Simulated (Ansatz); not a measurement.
# As3Ga2: the cost of one run

Method: RKS PBE0-D4/def2-TZVPD; program: Ansatz 0.2.0, Gaussian basis.

Plan: a single point at PBE0-D4/def2-TZVPD.

2 further runs of the same task are left out: 2 set aside as unsound or not needed. Runs told in other sessions of the task aren't counted.

**1. The relaxed structure**

The singlet was relaxed beforehand with r2SCAN-D4/def2-SVPD. At that level it is the lowest of the isomers that a small search found.

5 atoms, charge -1, spin multiplicity 1.

Atoms are counted from 1 here; the program's logs count them from 0.

Bond lengths: Ga1–As3 2.359 Å, Ga1–As4 2.434 Å, Ga2–As3 2.359 Å, Ga2–As5 2.433 Å, As4–As5 2.318 Å. Angles: As3–Ga1–As4 130.0°, As3–Ga2–As5 130.1°, Ga1–As3–Ga2 74.3°, Ga1–As4–As5 90.9°, Ga2–As5–As4 90.9°.

The ion is computed in the gas phase, without counter-ions or solvent.

Bonds by kind at the end (by distance):

```
 bond  count  shortest (Å)  longest (Å)
As–Ga      4         2.359        2.434
As–As      1         2.318        2.318
```

**2. Single point, PBE0-D4/def2-TZVPD**

start.molden holds the orbitals of an earlier run on this state, given as this run's starting guess.

The input, in.yaml:

```yaml
crystal:
  periodic: [false, false, false]
  atoms:
    - {symbol: Ga, position_ang: [0.567963, 1.407979, 0.157047]}
    - {symbol: Ga, position_ang: [0.525591, -1.420318, -0.183682]}
    - {symbol: As, position_ang: [2.425948, -0.028808, -0.060122]}
    - {symbol: As, position_ang: [-1.759669, 1.062610, -0.463911]}
    - {symbol: As, position_ang: [-1.759832, -1.021464, 0.550667]}
basis:
  gaussian: {orbitals: def2-TZVPD, initial_orbitals: start.molden}
total_charge: -1
hamiltonian: {xc: pbe0, dispersion: d4}
scf: {omitted_lower_state_checks: [starts]}
output: {orbitals: {seedname: orbitals}}
```

Launch:

```bash
> ansatz run in.yaml --threads 4 --pin off --events-out ev --progress --plain --max-ram 4787MiB
```

Q: Estimate wall time and peak memory on 4 threads of Arm Neoverse V2, shared host.

About 22 s, with a peak of 1.4 GiB.
